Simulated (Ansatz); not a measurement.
# Al2Cl2F: the cost of one run

Method: DFT PBE, scalar-relativistic, plane waves, PAW, in Ansatz 0.2.0.

## 1. Starting point

Symmetry: P6/mmm, No. 191, hexagonal system. The conventional cell has a = 4.482 Å, b = 4.482 Å, c = 5.718 Å, α = 90.00°, β = 90.00°, γ = 120.00°. Around Al (site symmetry 6mm) lie 1 F at 1.86 Å and 1 Al at 1.99 Å. Cl (site symmetry -6m2) has 3 Cl at 2.59 Å and 3 F at 2.59 Å as nearest neighbours. F (site symmetry 6/mmm) has 2 Al at 1.86 Å as nearest neighbours.

Structure file:

```
Al Cl F
1.0
     4.48238    0.00000    0.00000
    -2.24119    3.88186    0.00000
     0.00000    0.00000    5.71790
Al Cl F
2 2 1
Cartesian
  0.0000 0.0000 0.9956
  0.0000 0.0000 4.7223
  0.0000 2.5879 2.8590
  2.2412 1.2940 2.8590
  0.0000 0.0000 2.8590
```

A structure generator made this guess: random cell by space group and Wyckoff sites (P6/mmm, No. 191). Lengths come from tabulated atomic sizes and are only a guess.

## 2. A first look at the guess

The input, input.yaml:

```yaml
crystal:
  lattice:
    - [4.48238226, 0.0, 0.0]
    - [-2.24119113, 3.8818569, 0.0]
    - [0.0, 0.0, 5.71790162]
  atoms:
    - { symbol: Al, position: [0.0, 0.0, 0.17411448] }
    - { symbol: Al, position: [0.0, 0.0, 0.82588552] }
    - { symbol: Cl, position: [0.33333333, 0.66666667, 0.5] }
    - { symbol: Cl, position: [0.66666667, 0.33333333, 0.5] }
    - { symbol: F, position: [0.0, 0.0, 0.5] }
basis:
  ecutwfc: 420
kpoints:
  mp_grid: { grid: [6, 6, 4] }
hamiltonian:
  xc: pbe
scf:
  occupations: { method: gaussian, width: 0.1 }
  lower_state_search: "off"
output:
  forces: true
  stress: true
  eigenvalues: true
```

Command:

```bash
ansatz run input.yaml --threads 1 --pin off --max-ram 2560MiB --backend cpu --events-out ev --progress --plain --runs-dir out
```

**Question.** How long does this run take on 1 thread of Intel Xeon at 2.70GHz, shared host, and how much memory does it need?

About 3.9 s, with a peak of 0.36 GiB.
